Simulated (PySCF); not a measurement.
# C4H9ClO2Si: magnetic properties

Aim: compute the magnetic properties of C4H9ClO2Si (`CC(=O)O[SiH2]CCCl`).

Computed with PySCF 2.14.0 and routines of our own; the level stands in each step. Atoms count from 0.

## (1) The system as given

17 atoms, charge 0, multiplicity 1; geometry from: GFN2-xTB.

## (2) Magnetic properties: GIAO CAM-B3LYP/pcSseg-1

What the job is given:

```
{"job": {"kind": "mag", "xc": "CAM-B3LYP", "basis": "pcSseg-1", "isotopologues": 2}, "charge": 0, "multiplicity": 1}
C     -3.372525     0.074888     0.473088
C     -2.217387    -0.195332    -0.445907
O     -2.304411    -0.561425    -1.585516
O     -1.037458     0.009751     0.136169
Si     0.372488    -0.225899    -0.706508
C      1.668768     0.218885     0.606174
C      3.060297     0.085645     0.038811
Cl     4.302143     0.499676     1.259406
H     -3.258478     1.059313     0.920587
H     -4.307600     0.013170    -0.075152
H     -3.367141    -0.662055     1.273908
H      0.466201    -1.623457    -1.117823
H      0.409588     0.682364    -1.849052
H      1.570655    -0.430927     1.477010
H      1.520449     1.240219     0.959814
H      3.269859    -0.935059    -0.276520
H      3.217552     0.762271    -0.799477
```

Level: GIAO CAM-B3LYP/pcSseg-1 magnetisability, rotational g tensor and spin-rotation constants, non-relativistic, gas phase.

Command:

```bash
OMP_NUM_THREADS=1 python excited_run.py task.json out
```

This one command runs all jobs of the session in turn.

What it wrote:

```text
coarse grid: 15344 points
cycle   1  E = -1057.5950339116  dE =  1.203e+00  |g| = 1.029e+00  |ddm| = 3.586e+00
cycle   2  E = -1057.4407723807  dE =  1.543e-01  |g| = 1.443e+00  |ddm| = 1.526e+00
cycle   3  E = -1057.7923045824  dE = -3.515e-01  |g| = 1.781e-01  |ddm| = 9.059e-01
cycle   4  E = -1057.7971732666  dE = -4.869e-03  |g| = 7.876e-02  |ddm| = 1.490e-01
cycle   5  E = -1057.7981775388  dE = -1.004e-03  |g| = 1.725e-02  |ddm| = 5.483e-02
cycle   6  E = -1057.7982394492  dE = -6.191e-05  |g| = 3.991e-03  |ddm| = 1.537e-02
cycle   7  E = -1057.7982432758  dE = -3.827e-06  |g| = 1.071e-03  |ddm| = 4.647e-03
final grid: 139272 points
cycle   8  E = -1057.8735732603  dE = -2.657e-05  |g| = 4.547e-03  |ddm| = 1.315e-02
cycle   9  E = -1057.8735719285  dE =  1.332e-06  |g| = 5.421e-03  |ddm| = 6.081e-03
cycle  10  E = -1057.8735775133  dE = -5.585e-06  |g| = 8.287e-04  |ddm| = 3.454e-03
cycle  11  E = -1057.8735776225  dE = -1.092e-07  |g| = 2.520e-04  |ddm| = 5.726e-04
cycle  12  E = -1057.8735776330  dE = -1.055e-08  |g| = 9.354e-05  |ddm| = 2.169e-04
cycle  13  E = -1057.8735776346  dE = -1.622e-09  |g| = 2.171e-05  |ddm| = 7.482e-05
cycle  14  E = -1057.8735776347  dE = -1.037e-10  |g| = 5.568e-06  |ddm| = 2.257e-05
converged SCF energy = -1057.8735776347

Magnetisability tensor (1e-30 J/T^2)
    -1506.33        6.15       20.10
        6.15    -1446.13       16.21
       20.10       16.21    -1394.14
isotropic -1448.87   principal values   -1510.00  -1450.77  -1385.84
isotropic susceptibility -87.253 1e-6 cm^3/mol

Inertial axes            a          b          c
rot. const./GHz      5.4835     0.4320     0.4054
chi total           -89.727    -84.666    -87.365
chi diamagnetic    -360.718  -2722.422  -2909.343
chi paramagnetic    270.990   2637.755   2821.979
quadrupole/D A      -11.808      4.369      7.439
g nuclear            0.6427     0.5280     0.5307
g electronic        -0.6981    -0.5353    -0.5374
g total             -0.0554    -0.0073    -0.0067

Spin-rotation constants (kHz, H = +C I.J)
atom  isotope        aa         bb         cc
  7   35Cl        0.391      0.086      0.133
  8     1H       -0.601     -0.020     -0.015
  9     1H        0.148     -0.047     -0.047
 10     1H       -0.638     -0.031     -0.002
 11     1H       -0.484     -0.022      0.001
 12     1H       -0.483     -0.022      0.002
 13     1H       -0.580     -0.028     -0.013
 14     1H       -0.581     -0.026     -0.015
 15     1H       -0.563     -0.027     -0.002
 16     1H       -0.564     -0.029     -0.001
  0    13C*       0.727      0.063      0.073
  1    13C*       3.080      0.150      0.105
  2    17O*      -3.274     -0.260     -0.045
  3    17O*      -0.830     -0.140     -0.063
  4   29Si*      -3.191     -0.267     -0.263
  5    13C*       0.734      0.064      0.072
  6    13C*       0.919      0.072      0.087
* in the singly substituted isotopologue

Isotopologues: g along a, b, c
2H    at 8,9,10,11,12,1    -0.0440    -0.0069    -0.0063
13C   at 0                 -0.0545    -0.0072    -0.0066
```

Run time: 63 s. Hardware: 1 thread of Intel Xeon at 2.60GHz, shared host; peak memory 0.99 GiB.

In short:

| quantity | value |
| --- | --- |
| magnetisability | -1449·10⁻³⁰ J/T² |
| molar susceptibility | -87.3·10⁻⁶ cm³/mol |
| rotational g (a, b, c) | -0.0554, -0.0073, -0.0067 |

The fields below are evaluated on a grid from the run's orbitals.

Frontier orbitals at CAM-B3LYP/pcSseg-1, with the share of their density that lies nearest to each atom:

| orbital | energy (eV) | lies on |
| --- | --- | --- |
| HOMO | -9.71 | Cl7 49 %; O2 21 %; C5 8 % |
| LUMO | 1.03 | Si4 14 %; Cl7 13 %; 4 H atoms about 11 % each |

ELF in a plane through or near 9 of the atoms.

Ten even steps from ' ' (0.00) to '@' (1.00):
```
                                                        
                                                        
            ..                                          
        ..--==::                                        
      ..==####++..                                      
    ..==##%%@@##..  ....              ..::              
    --##**====##  ..++==..    --::    ==++::            
  ..++%%**##..++..==****::  ::####..  ****==::..        
  ..++%%%%::**##++##**::++  ==%%%%==..====++####--      
  ..==##%%**##..::@@..**%%::****++****##==@@@@@@%%      
    ..::::..--::..****@@..--++%%####==%%++@@@@@@%%      
            --**++..--==**--..**--==--==..==@@@@++      
            ..----    ..::++  ....**##**::  ..--        
                      ..::::..  ==%%==%%##..            
                      ..----..  **@@##@@%%::            
                        ....    ==##%%##++..            
                                ..----::..              
                                                        
                                                        
                                                        
```
The map spans 13.9 Å across and 8.5 Å up, centred on the molecule. Atoms in the plane (x, y in Å): C0 (3.4, 0.5), C1 (2.2, -0.5), O2 (2.3, -1.7), O3 (1.0, 0.1), Si4 (-0.4, -0.8), C5 (-1.7, 0.6), C6 (-3.1, 0.0), Cl7 (-4.3, 1.2), H9 (4.3, 0.0).

log10 of the density (e/Å³) in the same plane.

Ten even steps from '0' (-4.0) to '9' (2.1):
```
0000000000000000000000000000
0000111100000000000000000000
0002222211110000000000000000
0023344322221100001121100000
0124455433332210112332210000
0235566544443222223444321000
1345687545554334434555432000
1346797655665445544665532100
1345676666865556655686543100
0235566676766567766686653200
0123445776666767778666653100
0012345665558966667655543100
0001234554456755567654332000
0000123443445554569754211000
0000012222345544567653200000
0000001112234433456543100000
0000000001223322344432000000
0000000000112211223220000000
0000000000001100001000000000
0000000000000000000000000000
```
The map spans 13.9 Å across and 8.5 Å up, centred on the molecule. Atoms in the plane (x, y in Å): C0 (3.4, 0.5), C1 (2.2, -0.5), O2 (2.3, -1.7), O3 (1.0, 0.1), Si4 (-0.4, -0.8), C5 (-1.7, 0.6), C6 (-3.1, 0.0), Cl7 (-4.3, 1.2), H9 (4.3, 0.0).

On the surface of density 0.002 e/bohr³ the electrostatic potential runs, from the 1st to the 99th percentile, from -1.52 V near O2 to 1.45 V near H15.

## (3) Magnetic properties: GIAO KT1/6-31++G**

The job, as its differences from that of step 2:

```diff
@@ -1,2 +1,2 @@
-{"job": {"kind": "mag", "xc": "CAM-B3LYP", "basis": "pcSseg-1", "isotopologues": 2}, "charge": 0, "multiplicity": 1}
+{"job": {"kind": "mag", "xc": "KT1", "basis": "6-31++G**", "scf": {"conv": 1e-08, "aux": "def2-qzvpp-jkfit"}}, "charge": 0, "multiplicity": 1}
 C     -3.372525     0.074888     0.473088
```

Method: GIAO KT1/6-31++G** magnetisability, rotational g tensor and spin-rotation constants, non-relativistic, gas phase.

What it wrote:

```text
final grid: 139272 points
cycle   1  E = -1065.2325245889  dE =  9.695e-01  |g| = 9.806e-01  |ddm| = 4.958e+00
cycle   2  E = -1064.4548032862  dE =  7.777e-01  |g| = 2.115e+00  |ddm| = 8.826e+00
cycle   3  E = -1065.3811999619  dE = -9.264e-01  |g| = 4.890e-01  |ddm| = 7.967e+00
cycle   4  E = -1065.4292825395  dE = -4.808e-02  |g| = 1.397e-01  |ddm| = 1.054e+00
cycle   5  E = -1065.4321264474  dE = -2.844e-03  |g| = 6.718e-02  |ddm| = 3.007e-01
cycle   6  E = -1065.4331630905  dE = -1.037e-03  |g| = 9.982e-03  |ddm| = 1.047e-01
cycle   7  E = -1065.4331873908  dE = -2.430e-05  |g| = 3.829e-03  |ddm| = 4.718e-02
cycle   8  E = -1065.4331913611  dE = -3.970e-06  |g| = 1.076e-03  |ddm| = 1.360e-02
cycle   9  E = -1065.4331916580  dE = -2.969e-07  |g| = 2.882e-04  |ddm| = 3.618e-03
cycle  10  E = -1065.4331916779  dE = -1.991e-08  |g| = 1.028e-04  |ddm| = 8.921e-04
cycle  11  E = -1065.4331916801  dE = -2.184e-09  |g| = 4.897e-05  |ddm| = 3.109e-04
converged SCF energy = -1065.4331916801

Magnetisability tensor (1e-30 J/T^2)
    -1499.19        6.21       17.18
        6.21    -1421.73        7.24
       17.18        7.24    -1395.66
isotropic -1438.86   principal values   -1502.28  -1423.57  -1390.73
isotropic susceptibility -86.650 1e-6 cm^3/mol

Inertial axes            a          b          c
rot. const./GHz      5.4835     0.4320     0.4054
chi total           -89.411    -84.810    -85.730
chi diamagnetic    -361.431  -2722.465  -2909.181
chi paramagnetic    272.021   2637.655   2823.451
quadrupole/D A      -10.933      4.107      6.826
g nuclear            0.6427     0.5280     0.5307
g electronic        -0.7008    -0.5353    -0.5377
g total             -0.0580    -0.0073    -0.0070

Spin-rotation constants (kHz, H = +C I.J)
atom  isotope        aa         bb         cc
  7   35Cl        0.401      0.085      0.132
  8     1H       -0.600     -0.021     -0.015
  9     1H        0.161     -0.047     -0.047
 10     1H       -0.638     -0.031     -0.001
 11     1H       -0.472     -0.021      0.002
 12     1H       -0.471     -0.021      0.003
 13     1H       -0.575     -0.027     -0.012
 14     1H       -0.575     -0.026     -0.013
 15     1H       -0.566     -0.026     -0.000
 16     1H       -0.566     -0.027      0.001
  0    13C*       0.600      0.052      0.061
  1    13C*       2.524      0.129      0.092
  2    17O*      -2.712     -0.212     -0.044
  3    17O*      -0.810     -0.124     -0.062
  4   29Si*      -2.870     -0.234     -0.241
  5    13C*       0.628      0.056      0.064
  6    13C*       0.781      0.063      0.077
* in the singly substituted isotopologue
```

It took 52 s on 1 thread of Intel Xeon at 2.60GHz, shared host; peak memory 0.68 GiB.

In short:

| quantity | value |
| --- | --- |
| magnetisability | -1439·10⁻³⁰ J/T² |
| molar susceptibility | -86.7·10⁻⁶ cm³/mol |
| rotational g (a, b, c) | -0.0580, -0.0073, -0.0070 |

## (4) The levels compared

| level | ξ (10⁻³⁰ J/T²) | g(a) | g(b) | gap (eV) | functions | time |
| --- | --- | --- | --- | --- | --- | --- |
| GIAO CAM-B3LYP/pcSseg-1 | -1449 | -0.0554 | -0.0073 | 10.74 | 195 | 63 s |
| GIAO KT1/6-31++G** | -1439 | -0.0580 | -0.0073 | 5.35 | 206 | 52 s |

## (5) What came out

```
                                                quantity                      value
       magnetisability (step 2, GIAO CAM-B3LYP/pcSseg-1)           -1449·10⁻³⁰ J/T²
  molar susceptibility (step 2, GIAO CAM-B3LYP/pcSseg-1)         -87.3·10⁻⁶ cm³/mol
rotational g (a, b, c) (step 2, GIAO CAM-B3LYP/pcSseg-1)  -0.0554, -0.0073, -0.0067
                   surface potential, 1st and 99th percentile         -1.52 V and 1.45 V
                         magnetisability over the levels  -1449 to -1439·10⁻³⁰ J/T²
```

The magnetisability spreads by 0.7 % over 2 levels of like cost. Two levels can agree by chance, so this spread shows no convergence. Vibrational averaging and real surroundings are missing from these values.
